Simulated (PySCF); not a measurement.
# How the numerical set-up moves the result for ReN2⁺

Aim: see how much the energy and properties of ReN2⁺ depend on the numerical set-up.

Program: PySCF 2.14.0. Level of theory: each script names its method and basis. These are calculated values, not measurements.

2 further runs of the same task are left out: 1 for a known fault of the program, 1 that didn't finish.

## 1. The system as given

ReN2⁺: 3 atoms, charge 1, spin multiplicity 1.

Bond lengths: Re1–N2 1.614 Å, Re1–N3 1.614 Å. Angles: N2–Re1–N3 103.9°.

## 2. The base run

Contents of input.py:

```python
from pyscf import gto, scf, mp

mol = gto.M(
    atom='Re 0.0847 0.0979 0; N -0.5659 -0.6543 1.2706; N -0.5659 -0.6543 -1.2706',
    basis='def2-svp',
    ecp={'Re': 'def2-svp'},
    charge=1,
    spin=0,
    verbose=4,
)
mf = scf.RHF(mol)
mf.kernel()
mp.MP2(mf, frozen=2).kernel()
mf.dip_moment()
print('orbital energies (hartree):', mf.mo_energy[..., max(0, mol.nelec[1]-3):mol.nelec[0]+3].round(4))
```

Started as:

```sh
> python input.py
```

## 3. Core potential off

Edit 1 changes core potential: on → off. The core potential changes with it: totals don't compare.

Edit input.py of step 2 so:

```diff
@@ -5,3 +5,2 @@
     basis='def2-svp',
-    ecp={'Re': 'def2-svp'},
     charge=1,
```

## 4. Cartesian functions on

Edit 2 changes Cartesian functions: off → on.

Edit input.py of step 2 so:

```diff
@@ -8,2 +8,3 @@
     spin=0,
+    cart=True,
     verbose=4,
```

Before running it: what results should come out? Wanted: for each run, E(SCF); from base; gap; after the SCF.

**Answer**, as computed:

```
                             run  E(SCF) (hartree)  from base (eV)  cycles  gap (eV)  functions                            after the SCF
                            base       -185.799933               0      15      9.00         60  MP2 correlation -20.921 eV, core frozen
core potential off (poor choice)      -2709.882860  not comparable      11      8.38         60   MP2 correlation -5.630 eV, core frozen
          Cartesian functions on       -185.814586         -0.3987      15      8.99         67  MP2 correlation -21.159 eV, core frozen
```

What this shows: Rows marked «poor choice» come from settings spoiled on purpose.
